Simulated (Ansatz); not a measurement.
# C₃H₁₂InP: small, medium and large basis sets

How large a basis does C₃H₁₂InP need? Two functionals are run in growing sets.

Method: one geometry, several basis sets; program: Ansatz 0.2.0, Gaussian basis.

Plan: PBE0-D4/def2-SVP; ωB97M-V/def2-SVP; PBE0-D4/def2-QZVPP; ωB97M-V/def2-QZVPP; the functionals' def2-TZVPP values are taken from earlier runs.

## Step 1: Structure used throughout

The geometry comes from an earlier relaxation with PBE0-D4 in a triple-zeta def2 set; it is a stationary point, not always the lowest conformer. In takes the def2 core potential; no spin-orbit term is included.

SMILES `C[P+](C)(C)[InH3-]`, 17 atoms, charge 0, spin multiplicity 1.

Atoms are counted from 1 here; the program's logs count them from 0.

Bond lengths: C1–P2 1.818 Å, C1–H6 1.091 Å, C1–H7 1.093 Å, C1–H8 1.091 Å, P2–C3 1.818 Å, P2–C4 1.818 Å, P2–In5 2.666 Å, C3–H9 1.091 Å, C3–H10 1.091 Å, C3–H11 1.093 Å, C4–H12 1.091 Å, C4–H13 1.093 Å, C4–H14 1.091 Å, In5–H15 1.739 Å, In5–H16 1.739 Å, In5–H17 1.739 Å. Angles: P2–C1–H6 109.2°, P2–C1–H7 111.7°, P2–C1–H8 109.2°, H6–C1–H7 109.4°, H6–C1–H8 108.0°, H7–C1–H8 109.4°, C1–P2–C3 103.8°, C1–P2–C4 103.8°, C1–P2–In5 114.6°, C3–P2–C4 103.8°, C3–P2–In5 114.7°, C4–P2–In5 114.7°, P2–C3–H9 109.1°, P2–C3–H10 109.1°, P2–C3–H11 111.7°, H9–C3–H10 108.0°, H9–C3–H11 109.4°, H10–C3–H11 109.4° and more.

## Step 2: PBE0-D4 in def2-SVP

Contents of in.yaml:

```yaml
crystal:
  periodic: [false, false, false]
  atoms:
    - {symbol: C, position_ang: [-0.603600, 0.351476, -1.706599]}
    - {symbol: P, position_ang: [0.032459, -0.024326, -0.045344]}
    - {symbol: C, position_ang: [1.768056, 0.512863, -0.112483]}
    - {symbol: C, position_ang: [0.139340, -1.839105, -0.020721]}
    - {symbol: In, position_ang: [-1.382342, 1.033388, 1.950833]}
    - {symbol: H, position_ang: [-0.622907, 1.433629, -1.846203]}
    - {symbol: H, position_ang: [0.011209, -0.103921, -2.486608]}
    - {symbol: H, position_ang: [-1.626875, -0.018277, -1.790277]}
    - {symbol: H, position_ang: [2.261183, 0.248031, 0.824209]}
    - {symbol: H, position_ang: [1.802824, 1.598510, -0.217434]}
    - {symbol: H, position_ang: [2.301736, 0.050685, -0.946330]}
    - {symbol: H, position_ang: [-0.867393, -2.257777, -0.066994]}
    - {symbol: H, position_ang: [0.729104, -2.220077, -0.857888]}
    - {symbol: H, position_ang: [0.595098, -2.158287, 0.918012]}
    - {symbol: H, position_ang: [-1.202932, 2.707593, 1.517669]}
    - {symbol: H, position_ang: [-2.901958, 0.260005, 1.611488]}
    - {symbol: H, position_ang: [-0.433002, 0.425581, 3.274659]}
basis:
  gaussian: {orbitals: def2-SVP}
hamiltonian: {xc: pbe0, dispersion: d4}
output: {orbitals: {seedname: orbitals}}
```

On the command line:

```sh
ansatz run in.yaml --threads 4 --pin off --events-out ev --progress --plain --max-ram 11315MiB
```

Further steps of the session: ωB97M-V in def2-SVP; PBE0-D4 in def2-QZVPP; ωB97M-V in def2-QZVPP.

Q: Predict the results of all the runs planned. Wanted: PBE0-D4: double and triple zeta above quadruple; ωB97M-V: double and triple zeta above quadruple.

The runs gave:

| quantity | value |
| --- | --- |
| PBE0-D4: double and triple zeta above quadruple | 7.72, 0.54 eV |
| ωB97M-V: double and triple zeta above quadruple | 8.07, 0.54 eV |

For PBE0-D4 the step from double to triple zeta gains 7.18 eV and the next only 0.54 eV. These are total energies; as a rule much of such shifts cancels in differences, which this series doesn't test. The LUMO of ωB97M-V is positive and keeps falling with the basis (2.00 to 1.15 eV): an unbound level that the basis holds in place.
